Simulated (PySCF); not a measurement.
# C6H11NP2S: magnetic properties

Aim: compute the magnetic properties of C6H11NP2S (`C[P@@](=S)(CP)n1cccc1`).

Computed with PySCF 2.14.0 and routines of our own; the level stands in each step. Atoms count from 0.

## (1) The system as given

21 atoms, charge 0, multiplicity 1; geometry from: GFN2-xTB.

## (2) Magnetic properties: GIAO B3LYP/pcSseg-1

Job settings and geometry (Å):

```
{"job": {"kind": "mag", "xc": "B3LYP", "basis": "pcSseg-1", "isotopologues": 0}, "charge": 0, "multiplicity": 1}
C     -1.154222     1.745539     0.558178
P     -0.605733     0.022593     0.861810
S     -0.761873    -0.600900     2.681259
C     -1.506241    -0.998399    -0.389610
P     -3.330479    -0.623786    -0.251137
N      0.995112     0.010960     0.273047
C      2.087577    -0.432618     0.979233
C      3.194976    -0.289588     0.204090
C      2.776589     0.264525    -1.030174
C      1.429643     0.437267    -0.960702
H     -1.143060     1.993025    -0.501285
H     -0.489658     2.413180     1.107747
H     -2.166787     1.848615     0.948702
H     -1.291201    -2.050075    -0.178707
H     -1.159720    -0.751145    -1.396828
H     -3.745631    -1.817451    -0.833939
H     -3.455022    -1.136684     1.038143
H      1.967188    -0.806550     1.977794
H      4.199921    -0.546584     0.473615
H      3.405759     0.505156    -1.864740
H      0.743942     0.829862    -1.686603
```

Method: GIAO B3LYP/pcSseg-1 magnetisability, rotational g tensor and spin-rotation constants, non-relativistic, gas phase.

The run is started by

```bash
$ OMP_NUM_THREADS=1 python excited_run.py task.json out
```

One launch serves the whole session: the jobs run in the order shown.

The log of the run:

```text
coarse grid: 19272 points
cycle   1  E = -1370.7191312644  dE =  1.669e+00  |g| = 6.481e-01  |ddm| = 4.462e+00
cycle   2  E = -1370.5584332514  dE =  1.607e-01  |g| = 1.024e+00  |ddm| = 2.154e+00
cycle   3  E = -1370.8176989417  dE = -2.593e-01  |g| = 2.325e-01  |ddm| = 1.592e+00
cycle   4  E = -1370.8311237543  dE = -1.342e-02  |g| = 5.421e-02  |ddm| = 3.077e-01
cycle   5  E = -1370.8317324556  dE = -6.087e-04  |g| = 1.782e-02  |ddm| = 5.847e-02
cycle   6  E = -1370.8318050162  dE = -7.256e-05  |g| = 5.433e-03  |ddm| = 2.628e-02
cycle   7  E = -1370.8318119005  dE = -6.884e-06  |g| = 1.562e-03  |ddm| = 8.437e-03
final grid: 172936 points
cycle   8  E = -1370.9022164765  dE = -4.241e-05  |g| = 7.572e-03  |ddm| = 3.902e-02
cycle   9  E = -1370.9022033137  dE =  1.316e-05  |g| = 1.020e-02  |ddm| = 1.779e-02
cycle  10  E = -1370.9022305856  dE = -2.727e-05  |g| = 1.475e-03  |ddm| = 1.298e-02
cycle  11  E = -1370.9022311860  dE = -6.003e-07  |g| = 3.833e-04  |ddm| = 2.770e-03
cycle  12  E = -1370.9022312136  dE = -2.765e-08  |g| = 1.644e-04  |ddm| = 4.853e-04
cycle  13  E = -1370.9022312199  dE = -6.240e-09  |g| = 5.209e-05  |ddm| = 1.930e-04
cycle  14  E = -1370.9022312204  dE = -5.707e-10  |g| = 1.400e-05  |ddm| = 5.518e-05
converged SCF energy = -1370.9022312204

Magnetisability tensor (1e-30 J/T^2)
    -1927.67      -83.65      -47.50
      -83.65    -2479.89     -233.39
      -47.50     -233.39    -1945.12
isotropic -2117.56   principal values   -2581.24  -1917.59  -1853.86
isotropic susceptibility -127.523 1e-6 cm^3/mol

Inertial axes            a          b          c
rot. const./GHz      1.4427     0.5764     0.4823
chi total          -116.606   -114.527   -151.434
chi diamagnetic    -985.295  -2183.661  -2540.908
chi paramagnetic    868.689   2069.134   2389.473
quadrupole/D A        1.336     -3.872      2.537
g nuclear            0.5658     0.5514     0.5415
g electronic        -0.5888    -0.5603    -0.5414
g total             -0.0230    -0.0089     0.0001

Spin-rotation constants (kHz, H = +C I.J)
atom  isotope        aa         bb         cc
  1    31P        2.644      0.827      0.967
  4    31P        1.429      0.697      0.592
  5    14N        0.208      0.073      0.036
 10     1H       -0.169      0.010     -0.049
 11     1H       -0.101     -0.056     -0.018
 12     1H        0.014     -0.068     -0.042
 13     1H       -0.171     -0.058      0.015
 14     1H       -0.124      0.002     -0.056
 15     1H       -0.134     -0.054      0.001
 16     1H       -0.130      0.011     -0.049
 17     1H       -0.135      0.052     -0.044
 18     1H        0.087     -0.044     -0.045
 19     1H       -0.009      0.005     -0.052
 20     1H       -0.074      0.016     -0.045
  0    13C*       0.250      0.093      0.076
  2    33S*       0.220      0.108      0.066
  3    13C*       0.289      0.084      0.081
  6    13C*       0.491      0.246      0.093
  7    13C*       0.564      0.198      0.078
* in the singly substituted isotopologue
```

Run time: 1.7 min. Hardware: 1 thread of Intel Xeon 6975P-C, shared host; peak memory 1.1 GiB.

From this job:

| quantity | value |
| --- | --- |
| magnetisability | -2118·10⁻³⁰ J/T² |
| molar susceptibility | -127.5·10⁻⁶ cm³/mol |
| rotational g (a, b, c) | -0.0230, -0.0089, 0.0001 |

Orbitals, density, ELF and potential are computed afterwards from the orbital file.

Frontier orbitals at B3LYP/pcSseg-1, with the share of their density that lies nearest to each atom:

| orbital | energy (eV) | lies on |
| --- | --- | --- |
| HOMO | -6.29 | C6, C9 about 26 % each; C7 13 %; C8 10 % |
| LUMO | -0.05 | C6, C9 about 15 % each; N5 10 %; P1 9 % |

ELF in a plane through or near 6 of the atoms.

Ten even steps from ' ' (0.00) to '@' (1.00):
```
                                                        
                                                        
                                                        
                          **%%++                        
                        ++@@@@@@--**@@##                
                        ==@@@@@@**@@@@@@::              
                          ==%%====@@@@%%                
            ....      ::..  **%%##****..  ..::          
          ..----..  ::****--++##%%::    ::==--..        
        ..--++**++::++####%%--##::::  ::++**==..        
      --@@@@%%..==++**##++%%....**==..==@@@@%%::        
      ##@@@@@@::**##++****==--++**--::++@@@@@@--        
      ++@@@@@@**####++----..  ..====..::%%%%**..        
        ====--==++==::..      --@@%%--  ....            
              ..::..          ++@@%%::                  
                              ..**==                    
                                                        
                                                        
                                                        
                                                        
```
The map spans 13.4 Å across and 10.3 Å up, centred on the molecule. Atoms in the plane (x, y in Å): P1 (0.7, 0.2), N5 (-1.0, 0.0), C7 (-3.1, -0.5), H11 (0.4, 2.5), H12 (2.1, 2.1), H18 (-4.1, -0.8).

log10 of the density (e/Å³) in the same plane.

Values, 10 rows by 14 columns:
```
-4.0 -4.0 -4.0 -4.0 -4.0 -4.0 -4.0 -4.0 -4.0 -4.0 -4.0 -4.0 -4.0 -4.0
-4.0 -4.0 -4.0 -4.0 -4.0 -4.0 -3.3 -2.5 -2.6 -3.0 -3.9 -4.0 -4.0 -4.0
-4.0 -4.0 -4.0 -4.0 -4.0 -3.5 -1.7 -0.3 -0.8 -1.0 -2.3 -4.0 -4.0 -4.0
-4.0 -4.0 -3.5 -2.7 -2.5 -2.3 -1.6 -0.1  0.4  0.1 -1.7 -2.7 -3.6 -4.0
-4.0 -3.7 -2.2 -1.4 -1.2 -0.9 -0.4 -0.2 -0.2 -1.2 -1.3 -1.6 -2.6 -4.0
-4.0 -2.8 -1.0  0.0  0.3  0.2  0.5  0.0 -0.1 -0.8 -0.2 -0.6 -2.2 -3.8
-4.0 -2.8 -1.0 -0.3 -0.3 -0.6 -1.0 -1.1 -0.5 -0.9 -0.6 -0.9 -2.4 -3.9
-4.0 -3.9 -2.8 -2.2 -2.0 -2.2 -2.7 -2.1 -1.2 -1.6 -2.2 -2.3 -3.2 -4.0
-4.0 -4.0 -4.0 -4.0 -3.8 -4.0 -4.0 -3.5 -2.9 -3.2 -3.6 -3.7 -4.0 -4.0
-4.0 -4.0 -4.0 -4.0 -4.0 -4.0 -4.0 -4.0 -4.0 -4.0 -4.0 -4.0 -4.0 -4.0
```
The map spans 13.4 Å across and 10.3 Å up, centred on the molecule. Atoms in the plane (x, y in Å): P1 (0.7, 0.2), N5 (-1.0, 0.0), C7 (-3.1, -0.5), H11 (0.4, 2.5), H12 (2.1, 2.1), H18 (-4.1, -0.8).

On the surface of density 0.002 e/bohr³ the electrostatic potential runs, from the 1st to the 99th percentile, from -1.06 V near S2 to 1.52 V near H20.

## (3) Magnetic properties: GIAO CAM-B3LYP/ANO-RCC-VDZP

Settings changed since step 2:

```diff
@@ -1,2 +1,2 @@
-{"job": {"kind": "mag", "xc": "B3LYP", "basis": "pcSseg-1", "isotopologues": 0}, "charge": 0, "multiplicity": 1}
+{"job": {"kind": "mag", "xc": "CAM-B3LYP", "basis": "ANO-RCC-VDZP"}, "charge": 0, "multiplicity": 1}
 C     -1.154222     1.745539     0.558178
```

With the program's defaults for keys left out, this is: GIAO CAM-B3LYP/ANO-RCC-VDZP magnetisability, rotational g tensor and spin-rotation constants, non-relativistic, gas phase.

The log of the run:

```text
coarse grid: 19272 points
cycle   1  E = -1370.1553183071  dE =  2.062e+00  |g| = 5.612e-01  |ddm| = 6.525e+00
cycle   2  E = -1370.1209277638  dE =  3.439e-02  |g| = 6.968e-01  |ddm| = 1.422e+00
cycle   3  E = -1370.2499343007  dE = -1.290e-01  |g| = 1.136e-01  |ddm| = 8.515e-01
cycle   4  E = -1370.2527704424  dE = -2.836e-03  |g| = 4.790e-02  |ddm| = 1.505e-01
cycle   5  E = -1370.2532620647  dE = -4.916e-04  |g| = 1.124e-02  |ddm| = 4.483e-02
cycle   6  E = -1370.2532936681  dE = -3.160e-05  |g| = 2.890e-03  |ddm| = 1.309e-02
cycle   7  E = -1370.2532959441  dE = -2.276e-06  |g| = 7.537e-04  |ddm| = 3.811e-03
final grid: 172936 points
cycle   8  E = -1370.2537829369  dE = -3.336e-05  |g| = 4.317e-03  |ddm| = 3.691e-02
cycle   9  E = -1370.2537832081  dE = -2.712e-07  |g| = 4.375e-03  |ddm| = 7.473e-03
cycle  10  E = -1370.2537878982  dE = -4.690e-06  |g| = 6.477e-04  |ddm| = 4.379e-03
cycle  11  E = -1370.2537879900  dE = -9.178e-08  |g| = 2.910e-04  |ddm| = 9.433e-04
cycle  12  E = -1370.2537880098  dE = -1.978e-08  |g| = 6.555e-05  |ddm| = 3.218e-04
cycle  13  E = -1370.2537880110  dE = -1.241e-09  |g| = 2.406e-05  |ddm| = 9.912e-05
cycle  14  E = -1370.2537880112  dE = -1.746e-10  |g| = 6.460e-06  |ddm| = 3.246e-05
converged SCF energy = -1370.2537880112

Magnetisability tensor (1e-30 J/T^2)
    -1904.66      -88.86      -41.93
      -88.86    -2466.39     -241.38
      -41.93     -241.38    -1926.86
isotropic -2099.30   principal values   -2572.98  -1891.26  -1833.67
isotropic susceptibility -126.423 1e-6 cm^3/mol

Inertial axes            a          b          c
rot. const./GHz      1.4427     0.5764     0.4823
chi total          -115.340   -113.230   -150.699
chi diamagnetic    -982.961  -2181.431  -2539.016
chi paramagnetic    867.622   2068.201   2388.317
quadrupole/D A        1.026     -4.004      2.977
g nuclear            0.5658     0.5514     0.5415
g electronic        -0.5880    -0.5600    -0.5412
g total             -0.0222    -0.0086     0.0003

Spin-rotation constants (kHz, H = +C I.J)
atom  isotope        aa         bb         cc
  1    31P        2.463      0.777      0.890
  4    31P        1.193      0.607      0.520
  5    14N        0.201      0.070      0.034
 10     1H       -0.169      0.010     -0.049
 11     1H       -0.102     -0.056     -0.018
 12     1H        0.014     -0.068     -0.042
 13     1H       -0.171     -0.057      0.016
 14     1H       -0.125      0.002     -0.055
 15     1H       -0.135     -0.055      0.002
 16     1H       -0.133      0.012     -0.049
 17     1H       -0.133      0.056     -0.042
 18     1H        0.091     -0.043     -0.043
 19     1H       -0.006      0.007     -0.051
 20     1H       -0.073      0.019     -0.043
  0    13C*       0.233      0.085      0.069
  2    33S*       0.183      0.086      0.054
  3    13C*       0.268      0.078      0.077
  6    13C*       0.465      0.238      0.086
  7    13C*       0.532      0.187      0.070
* in the singly substituted isotopologue
```

It took 3.6 min on 1 thread of Intel Xeon 6975P-C, shared host; peak memory 1.2 GiB.

Key values:

| quantity | value |
| --- | --- |
| magnetisability | -2099·10⁻³⁰ J/T² |
| molar susceptibility | -126.4·10⁻⁶ cm³/mol |
| rotational g (a, b, c) | -0.0222, -0.0086, 0.0003 |

## (4) The levels compared

| level | ξ (10⁻³⁰ J/T²) | g(a) | g(b) | gap (eV) | functions | time |
| --- | --- | --- | --- | --- | --- | --- |
| GIAO B3LYP/pcSseg-1 | -2118 | -0.0230 | -0.0089 | 6.23 | 246 | 1.7 min |
| GIAO CAM-B3LYP/ANO-RCC-VDZP | -2099 | -0.0222 | -0.0086 | 8.17 | 207 | 3.6 min |

## (5) Outcome

| quantity | value |
| --- | --- |
| magnetisability (step 2, GIAO B3LYP/pcSseg-1) | -2118·10⁻³⁰ J/T² |
| molar susceptibility (step 2, GIAO B3LYP/pcSseg-1) | -127.5·10⁻⁶ cm³/mol |
| rotational g (a, b, c) (step 2, GIAO B3LYP/pcSseg-1) | -0.0230, -0.0089, 0.0001 |
| surface potential, 1st and 99th percentile | -1.06 V and 1.52 V |
| magnetisability over the levels | -2118 to -2099·10⁻³⁰ J/T² |

What this shows: The magnetisability spreads by 0.9 % over 2 levels, from GIAO B3LYP/pcSseg-1 (1.7 min) to GIAO CAM-B3LYP/ANO-RCC-VDZP (3.6 min); the runs took 1.7 min to 3.6 min. Two levels can agree by chance, so this spread shows no convergence. Vibrational averaging and real surroundings are missing from these values.
